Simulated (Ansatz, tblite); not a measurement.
# BMe2(CN) (C₃H₆BN): charged states by level of theory

Aim: the energy of removing and adding an electron for BMe2(CN) (C₃H₆BN), by energy differences, and how well orbital energies stand in for it.

The runs use Ansatz 0.2.0, Gaussian basis; as each input shows.

The runs, in order: charge +1 doublet, at the geometry of the singlet (PBE0-D4/def2-TZVP, PBE-D4/def2-TZVP, r2SCAN-D4/def2-TZVP); charge -1 doublet, at the geometry of the singlet (PBE0-D4/def2-TZVPD, PBE-D4/def2-TZVPD, r2SCAN-D4/def2-TZVPD); the starting singlet's energies come from earlier runs.

## (1) The relaxed structure

The geometry is that of the singlet, from an earlier relaxation (PBE-D4/def2-SVP).

11 atoms, charge 0, spin multiplicity 1.

Atoms are counted from 1 here; the program's logs count them from 0.

Bond lengths: B1–C2 1.567 Å, B1–C6 1.567 Å, B1–C10 1.557 Å, C2–H3 1.118 Å, C2–H4 1.107 Å, C2–H5 1.108 Å, C6–H7 1.118 Å, C6–H8 1.107 Å, C6–H9 1.108 Å, C10–N11 1.175 Å. Angles: C2–B1–C6 124.2°, C2–B1–C10 117.9°, C6–B1–C10 117.9°, B1–C2–H3 105.4°, B1–C2–H4 114.0°, B1–C2–H5 114.2°, H3–C2–H4 106.7°, H3–C2–H5 105.2°, H4–C2–H5 110.5°, B1–C6–H7 105.4°, B1–C6–H8 114.0°, B1–C6–H9 114.2°, H7–C6–H8 106.7°, H7–C6–H9 105.2°, H8–C6–H9 110.5°, B1–C10–N11 179.9°.

## (2) Charge +1 doublet at the fixed geometry, first pass, PBE0-D4/def2-SVP

Input file in.yaml:

```yaml
crystal:
  periodic: [false, false, false]
  atoms:
    - {symbol: B, position_ang: [-0.119925, -0.205751, 0.001574]}
    - {symbol: C, position_ang: [1.445325, -0.267788, -0.016584]}
    - {symbol: H, position_ang: [1.747407, -0.457622, 1.042786]}
    - {symbol: H, position_ang: [1.930373, 0.680203, -0.320850]}
    - {symbol: H, position_ang: [1.860023, -1.118552, -0.593533]}
    - {symbol: C, position_ang: [-0.948706, 1.123570, 0.011447]}
    - {symbol: H, position_ang: [-1.267774, 1.282730, -1.048013]}
    - {symbol: H, position_ang: [-0.363871, 2.016987, 0.305223]}
    - {symbol: H, position_ang: [-1.890671, 1.067854, 0.593011]}
    - {symbol: C, position_ang: [-0.901835, -1.552245, 0.009170]}
    - {symbol: N, position_ang: [-1.490345, -2.569397, 0.015779]}
basis:
  gaussian: {orbitals: def2-SVP}
total_charge: 1
magnetization: {spin_polarized: true, initial_magnetization: 1}
hamiltonian: {xc: pbe0, dispersion: d4}
output: {orbitals: {seedname: orbitals}}
```

Started as:

```console
ansatz run in.yaml --threads 4 --pin off --events-out ev --progress --plain --max-ram 3916MiB
```

Standard output:

```text
Functional definition: PBE0
  name "PBE0"
  cite "Adamo & Barone, J. Chem. Phys. 110, 6158 (1999) doi:10.1063/1.478522"
  cite "Perdew, Burke & Ernzerhof, Phys. Rev. Lett. 77, 3865 (1996) doi:10.1103/PhysRevLett.77.3865"
  parent pbe
  parameter a = 0.25
  parameter kappa = 0.804
  parameter beta = 0.06672455060314922
  exchange = (1 - a)*pbe_x(kappa = kappa, mu = beta*pi^2/3) + a*exact_x
  correlation = pbe_c(beta = beta)
1148 factors; their error is unknown
mean field evaluation 1: about -5343.6216 eV, gradient 4.4e1 eV
mean field evaluation 2: about -5339.4853 eV, gradient 4.9e1 eV
mean field evaluation 4: about -5352.9828 eV, gradient 7.9e0 eV
mean field evaluation 8: about -5353.2863 eV, gradient 1.5e-1 eV
mean field evaluation 16: about -5353.2822 eV, gradient 1.9e-3 eV
mean field evaluation 32: about -5353.1117 eV, gradient 1.5e0 eV
mean field -5353.28218320 eV, -196.7294916477 hartree, gradient 3.7e-5 eV, S^2 0.762541; 4 other end points of the search recorded, 0 dependent functions left out
reference -5353.28220546 eV, -196.7294924655 hartree; 18, 17 occupied and 82, 83 virtual orbitals, 1148 factors
Total energy: -5353.41475941 eV, -196.7343637334 hartree
```

Run time: 2.5 s. Hardware: 4 threads of Arm Neoverse V2, shared host.

From the report: HOMO -15.79 eV, LUMO -13.41 eV (over both spins); ⟨S²⟩ 0.763 (pure: 0.75).

## (3) Charge +1 doublet at the fixed geometry, PBE0-D4/def2-TZVP

start.molden holds the orbitals of an earlier run on this state, given as this run's starting guess.

Changes to in.yaml since step 2:

```diff
@@ -15,3 +15,3 @@
 basis:
-  gaussian: {orbitals: def2-SVP}
+  gaussian: {orbitals: def2-TZVP, initial_orbitals: start.molden}
 total_charge: 1
@@ -19,2 +19,3 @@
 hamiltonian: {xc: pbe0, dispersion: d4}
+scf: {omitted_lower_state_checks: [starts]}
 output: {orbitals: {seedname: orbitals}}
```

Same command.

Standard output:

```text
Functional definition: PBE0
  name "PBE0"
  cite "Adamo & Barone, J. Chem. Phys. 110, 6158 (1999) doi:10.1063/1.478522"
  cite "Perdew, Burke & Ernzerhof, Phys. Rev. Lett. 77, 3865 (1996) doi:10.1103/PhysRevLett.77.3865"
  parent pbe
  parameter a = 0.25
  parameter kappa = 0.804
  parameter beta = 0.06672455060314922
  exchange = (1 - a)*pbe_x(kappa = kappa, mu = beta*pi^2/3) + a*exact_x
  correlation = pbe_c(beta = beta)
these checks for a lower state are left out or cut short: starts
1128 factors; their error is unknown
mean field evaluation 1: about -5356.4498 eV, gradient 7.9e1 eV
mean field evaluation 2: about -5359.1289 eV, gradient 2.3e0 eV
mean field evaluation 4: about -5359.1423 eV, gradient 3.0e-1 eV
mean field evaluation 8: about -5359.1426 eV, gradient 2.4e-5 eV
mean field -5359.14256361 eV, -196.9448566554 hartree, gradient 2.9e-5 eV, S^2 0.763337; 0 other end points of the search recorded, 0 dependent functions left out
reference -5359.14259385 eV, -196.9448577666 hartree; 18, 17 occupied and 173, 174 virtual orbitals, 1128 factors
Total energy: -5359.27514780 eV, -196.9497290344 hartree
Checks for a lower state left out: starts
```

Run time: 3.9 s. Hardware: 4 threads of Arm Neoverse V2, shared host.

From the report: HOMO -15.73 eV, LUMO -13.33 eV (over both spins); ⟨S²⟩ 0.763 (pure: 0.75).

## (4) Charge +1 doublet at the fixed geometry, PBE-D4/def2-TZVP

Changes to in.yaml since step 3:

```diff
@@ -18,3 +18,3 @@
 magnetization: {spin_polarized: true, initial_magnetization: 1}
-hamiltonian: {xc: pbe0, dispersion: d4}
+hamiltonian: {xc: pbe, dispersion: d4}
 scf: {omitted_lower_state_checks: [starts]}
```

The command is unchanged.

Standard output:

```text
Functional definition: PBE
  name "PBE"
  cite "Perdew, Burke & Ernzerhof, Phys. Rev. Lett. 77, 3865 (1996) doi:10.1103/PhysRevLett.77.3865"
  parent pbe
  parameter kappa = 0.804
  parameter beta = 0.06672455060314922
  exchange = pbe_x(kappa = kappa, mu = beta*pi^2/3)
  correlation = pbe_c(beta = beta)
these checks for a lower state are left out or cut short: starts
1128 factors; their error is unknown
mean field evaluation 1: about -5358.8681 eV, gradient 6.1e0 eV
mean field evaluation 2: about -5358.9803 eV, gradient 1.6e-1 eV
mean field evaluation 4: about -5358.9556 eV, gradient 5.4e-3 eV
mean field evaluation 8: about -5358.9556 eV, gradient 6.0e-5 eV
mean field -5358.95559868 eV, -196.9379858208 hartree, gradient 2.2e-5 eV, S^2 0.753250; 0 other end points of the search recorded, 0 dependent functions left out
reference -5358.95563888 eV, -196.9379872984 hartree; 18, 17 occupied and 173, 174 virtual orbitals, 1128 factors
Total energy: -5359.11271507 eV, -196.9437597417 hartree
Checks for a lower state left out: starts
```

Wall time 2.6 s (4 threads of Arm Neoverse V2, shared host).

From the report: HOMO -14.51 eV, LUMO -13.95 eV (over both spins); ⟨S²⟩ 0.753 (pure: 0.75).

## (5) Charge +1 doublet at the fixed geometry, r2SCAN-D4/def2-TZVP

Changes to in.yaml since step 4:

```diff
@@ -18,3 +18,3 @@
 magnetization: {spin_polarized: true, initial_magnetization: 1}
-hamiltonian: {xc: pbe, dispersion: d4}
+hamiltonian: {xc: r2scan, dispersion: d4}
 scf: {omitted_lower_state_checks: [starts]}
```

The command is unchanged.

Standard output:

```text
Functional definition: r2SCAN
  name "r2SCAN"
  cite "Furness, Kaplan, Ning, Perdew & Sun, J. Phys. Chem. Lett. 11, 8208 (2020) doi:10.1021/acs.jpclett.0c02405"
  cite "Furness, Kaplan, Ning, Perdew & Sun, J. Phys. Chem. Lett. 11, 9248 (2020) doi:10.1021/acs.jpclett.0c03077"
  parent r2scan
  parameter k0 = 0.174
  parameter k1 = 0.065
  parameter a1 = 4.9479
  exchange = r2scan_x(k0 = k0, k1 = k1, a1 = a1)
  correlation = r2scan_c
these checks for a lower state are left out or cut short: starts
1128 factors; their error is unknown
mean field evaluation 1: about -5362.8172 eV, gradient 3.4e0 eV
mean field evaluation 2: about -5362.8580 eV, gradient 6.2e-2 eV
mean field evaluation 4: about -5362.8382 eV, gradient 1.3e-3 eV
mean field evaluation 8: about -5362.8382 eV, gradient 7.3e-5 eV
mean field -5362.83824009 eV, -197.0806702612 hartree, gradient 2.6e-5 eV, S^2 0.758823; 0 other end points of the search recorded, 0 dependent functions left out
reference -5362.83825307 eV, -197.0806707378 hartree; 18, 17 occupied and 173, 174 virtual orbitals, 1128 factors
Total energy: -5362.87885728 eV, -197.0821629150 hartree
Checks for a lower state left out: starts
```

It took 6.5 s on 4 threads of Arm Neoverse V2, shared host.

HOMO -14.92 eV, LUMO -13.91 eV (over both spins); ⟨S²⟩ 0.759 (pure: 0.75).

## (6) Vertical ionisation energy

Charged state less starting state, singlet to doublet; the starting state's energies are those of its earlier runs.

| level | vertical ionisation energy (eV) | time |
| --- | --- | --- |
| PBE-D4/def2-TZVP | +10.90 | 3.9 s |
| r2SCAN-D4/def2-TZVP | +11.02 | 9.1 s |
| PBE0-D4/def2-TZVP | +11.27 | 6.3 s |

Times add the two runs; a level without a time comes out of a correlated run.

Beside −ε(HOMO) of the starting state:

| level | −ε(HOMO) (eV) | by difference (eV) | mismatch (eV) |
| --- | --- | --- | --- |
| PBE-D4/def2-TZVP | 7.80 | 10.90 | -3.11 |
| r2SCAN-D4/def2-TZVP | 8.08 | 11.02 | -2.94 |
| PBE0-D4/def2-TZVP | 9.16 | 11.27 | -2.11 |

## (7) Charge -1 doublet at the fixed geometry, first pass, PBE0-D4/def2-SVP

Changes to in.yaml since step 5:

```diff
@@ -15,7 +15,6 @@
 basis:
-  gaussian: {orbitals: def2-TZVP, initial_orbitals: start.molden}
-total_charge: 1
+  gaussian: {orbitals: def2-SVP}
+total_charge: -1
 magnetization: {spin_polarized: true, initial_magnetization: 1}
-hamiltonian: {xc: r2scan, dispersion: d4}
-scf: {omitted_lower_state_checks: [starts]}
+hamiltonian: {xc: pbe0, dispersion: d4}
 output: {orbitals: {seedname: orbitals}}
```

Launched as before.

Standard output:

```text
Functional definition: PBE0
  name "PBE0"
  cite "Adamo & Barone, J. Chem. Phys. 110, 6158 (1999) doi:10.1063/1.478522"
  cite "Perdew, Burke & Ernzerhof, Phys. Rev. Lett. 77, 3865 (1996) doi:10.1103/PhysRevLett.77.3865"
  parent pbe
  parameter a = 0.25
  parameter kappa = 0.804
  parameter beta = 0.06672455060314922
  exchange = (1 - a)*pbe_x(kappa = kappa, mu = beta*pi^2/3) + a*exact_x
  correlation = pbe_c(beta = beta)
1148 factors; their error is unknown
mean field evaluation 1: about -5359.8511 eV, gradient 3.1e1 eV
mean field evaluation 2: about -5357.7831 eV, gradient 3.8e1 eV
mean field evaluation 4: about -5364.6143 eV, gradient 1.5e0 eV
mean field evaluation 8: about -5364.6310 eV, gradient 7.6e-2 eV
mean field evaluation 16: about -5364.6287 eV, gradient 2.0e-4 eV
mean field -5364.62866998 eV, -197.1464673459 hartree, gradient 2.2e-5 eV, S^2 0.758828; 0 other end points of the search recorded, 0 dependent functions left out
reference -5364.62869301 eV, -197.1464681921 hartree; 19, 18 occupied and 81, 82 virtual orbitals, 1148 factors
Total energy: -5364.81200259 eV, -197.1532046952 hartree
```

Wall time 1.5 s (4 threads of Arm Neoverse V2, shared host).

Report: HOMO 1.97 eV, LUMO 5.20 eV (over both spins); ⟨S²⟩ 0.759 (pure: 0.75). Doubts: highest occupied level lies above zero.

## (8) Charge -1 doublet at the fixed geometry, PBE0-D4/def2-TZVPD

Changes to in.yaml since step 7:

```diff
@@ -15,3 +15,3 @@
 basis:
-  gaussian: {orbitals: def2-SVP}
+  gaussian: {orbitals: def2-TZVPD, initial_orbitals: start.molden}
 total_charge: -1
@@ -19,2 +19,3 @@
 hamiltonian: {xc: pbe0, dispersion: d4}
+scf: {omitted_lower_state_checks: [starts]}
 output: {orbitals: {seedname: orbitals}}
```

The command is unchanged.

Standard output:

```text
Functional definition: PBE0
  name "PBE0"
  cite "Adamo & Barone, J. Chem. Phys. 110, 6158 (1999) doi:10.1063/1.478522"
  cite "Perdew, Burke & Ernzerhof, Phys. Rev. Lett. 77, 3865 (1996) doi:10.1103/PhysRevLett.77.3865"
  parent pbe
  parameter a = 0.25
  parameter kappa = 0.804
  parameter beta = 0.06672455060314922
  exchange = (1 - a)*pbe_x(kappa = kappa, mu = beta*pi^2/3) + a*exact_x
  correlation = pbe_c(beta = beta)
these checks for a lower state are left out or cut short: starts
1172 factors; their error is unknown
mean field evaluation 1: about -5367.5675 eV, gradient 8.1e1 eV
mean field evaluation 2: about -5370.6536 eV, gradient 3.3e0 eV
mean field evaluation 4: about -5370.7640 eV, gradient 3.4e-1 eV
mean field evaluation 8: about -5370.7645 eV, gradient 7.0e-5 eV
mean field -5370.76454791 eV, -197.3719567008 hartree, gradient 1.4e-5 eV, S^2 0.758538; 0 other end points of the search recorded, 0 dependent functions left out
reference -5370.76459253 eV, -197.3719583403 hartree; 19, 18 occupied and 220, 221 virtual orbitals, 1172 factors
Total energy: -5370.94790211 eV, -197.3786948433 hartree
Checks for a lower state left out: starts
```

It took 5.5 s on 4 threads of Arm Neoverse V2, shared host; peak memory 0.67 GiB.

From the report: HOMO 1.55 eV, LUMO 3.39 eV (over both spins); ⟨S²⟩ 0.759 (pure: 0.75). Doubts: highest occupied level lies above zero.

## (9) Charge -1 doublet at the fixed geometry, PBE-D4/def2-TZVPD

Changes to in.yaml since step 8:

```diff
@@ -18,3 +18,3 @@
 magnetization: {spin_polarized: true, initial_magnetization: 1}
-hamiltonian: {xc: pbe0, dispersion: d4}
+hamiltonian: {xc: pbe, dispersion: d4}
 scf: {omitted_lower_state_checks: [starts]}
```

Launched as before.

Standard output:

```text
Functional definition: PBE
  name "PBE"
  cite "Perdew, Burke & Ernzerhof, Phys. Rev. Lett. 77, 3865 (1996) doi:10.1103/PhysRevLett.77.3865"
  parent pbe
  parameter kappa = 0.804
  parameter beta = 0.06672455060314922
  exchange = pbe_x(kappa = kappa, mu = beta*pi^2/3)
  correlation = pbe_c(beta = beta)
these checks for a lower state are left out or cut short: starts
1172 factors; their error is unknown
mean field evaluation 1: about -5370.1684 eV, gradient 6.1e0 eV
mean field evaluation 2: about -5370.2637 eV, gradient 1.2e-1 eV
mean field evaluation 4: about -5370.2366 eV, gradient 1.0e-3 eV
mean field evaluation 8: about -5370.2366 eV, gradient 6.9e-5 eV
mean field -5370.23661408 eV, -197.3525554904 hartree, gradient 1.8e-5 eV, S^2 0.754059; 0 other end points of the search recorded, 0 dependent functions left out
reference -5370.23667415 eV, -197.3525576980 hartree; 19, 18 occupied and 220, 221 virtual orbitals, 1172 factors
Total energy: -5370.45362514 eV, -197.3605304995 hartree
Checks for a lower state left out: starts
```

Run time: 4.2 s. Hardware: 4 threads of Arm Neoverse V2, shared host.

From the report: HOMO 2.44 eV, LUMO 2.94 eV (over both spins); ⟨S²⟩ 0.754 (pure: 0.75). Doubts: highest occupied level lies above zero.

## (10) Charge -1 doublet at the fixed geometry, r2SCAN-D4/def2-TZVPD

Changes to in.yaml since step 9:

```diff
@@ -18,3 +18,3 @@
 magnetization: {spin_polarized: true, initial_magnetization: 1}
-hamiltonian: {xc: pbe, dispersion: d4}
+hamiltonian: {xc: r2scan, dispersion: d4}
 scf: {omitted_lower_state_checks: [starts]}
```

Same command.

Standard output:

```text
Functional definition: r2SCAN
  name "r2SCAN"
  cite "Furness, Kaplan, Ning, Perdew & Sun, J. Phys. Chem. Lett. 11, 8208 (2020) doi:10.1021/acs.jpclett.0c02405"
  cite "Furness, Kaplan, Ning, Perdew & Sun, J. Phys. Chem. Lett. 11, 9248 (2020) doi:10.1021/acs.jpclett.0c03077"
  parent r2scan
  parameter k0 = 0.174
  parameter k1 = 0.065
  parameter a1 = 4.9479
  exchange = r2scan_x(k0 = k0, k1 = k1, a1 = a1)
  correlation = r2scan_c
these checks for a lower state are left out or cut short: starts
1172 factors; their error is unknown
mean field evaluation 1: about -5374.2624 eV, gradient 3.3e0 eV
mean field evaluation 2: about -5374.2995 eV, gradient 3.6e-2 eV
mean field evaluation 4: about -5374.2777 eV, gradient 3.6e-4 eV
mean field -5374.27772476 eV, -197.5010635685 hartree, gradient 2.6e-5 eV, S^2 0.760231; 0 other end points of the search recorded, 0 dependent functions left out
reference -5374.27774780 eV, -197.5010644154 hartree; 19, 18 occupied and 220, 221 virtual orbitals, 1172 factors
Total energy: -5374.33494968 eV, -197.5031665457 hartree
Checks for a lower state left out: starts
```

It took 8 s on 4 threads of Arm Neoverse V2, shared host.

From the report: HOMO 2.22 eV, LUMO 3.52 eV (over both spins); ⟨S²⟩ 0.760 (pure: 0.75). Doubts: highest occupied level lies above zero.

## (11) Vertical electron affinity

Starting state less charged state (positive: the electron is bound), singlet to doublet; the starting state's energies are those of its earlier runs.

| level | vertical electron affinity (eV) | time |
| --- | --- | --- |
| PBE-D4/def2-TZVPD | +0.42 | 6 s |
| r2SCAN-D4/def2-TZVPD | +0.42 | 12 s |
| PBE0-D4/def2-TZVPD | +0.39 | 7.9 s |

Times add the two runs; a level without a time comes out of a correlated run.

Beside −ε(LUMO) of the starting state:

| level | −ε(LUMO) (eV) | by difference (eV) | mismatch (eV) |
| --- | --- | --- | --- |
| PBE-D4/def2-TZVPD | 3.18 | 0.42 | +2.76 |
| r2SCAN-D4/def2-TZVPD | 2.90 | 0.42 | +2.48 |
| PBE0-D4/def2-TZVPD | 2.21 | 0.39 | +1.82 |

## (12) Summary of results

```
                                             quantity                                  value
 vertical ionisation energy, functionals in def2-TZVP   10.90 (PBE-D4) to 11.27 eV (PBE0-D4)
vertical electron affinity, functionals in def2-TZVPD  0.39 (PBE0-D4) to 0.42 eV (r2SCAN-D4)
```

**Reading.** The vertical ionisation energy spans 10.90 to 11.27 eV over the functionals. −ε(HOMO) misses the level's own difference by -2.11 eV at best (PBE0-D4) and -3.11 eV at worst (PBE-D4). The vertical electron affinity spans 0.39 to 0.42 eV over the functionals. The anion's highest level lies above zero where self-interaction lifts it, so diffuse functions weigh on these values. −ε(LUMO) misses the level's own difference by +1.82 eV at best (PBE0-D4) and +2.76 eV at worst (PBE-D4).

The anion's highest level is positive in at least one run, so there the basis alone may hold the extra electron.
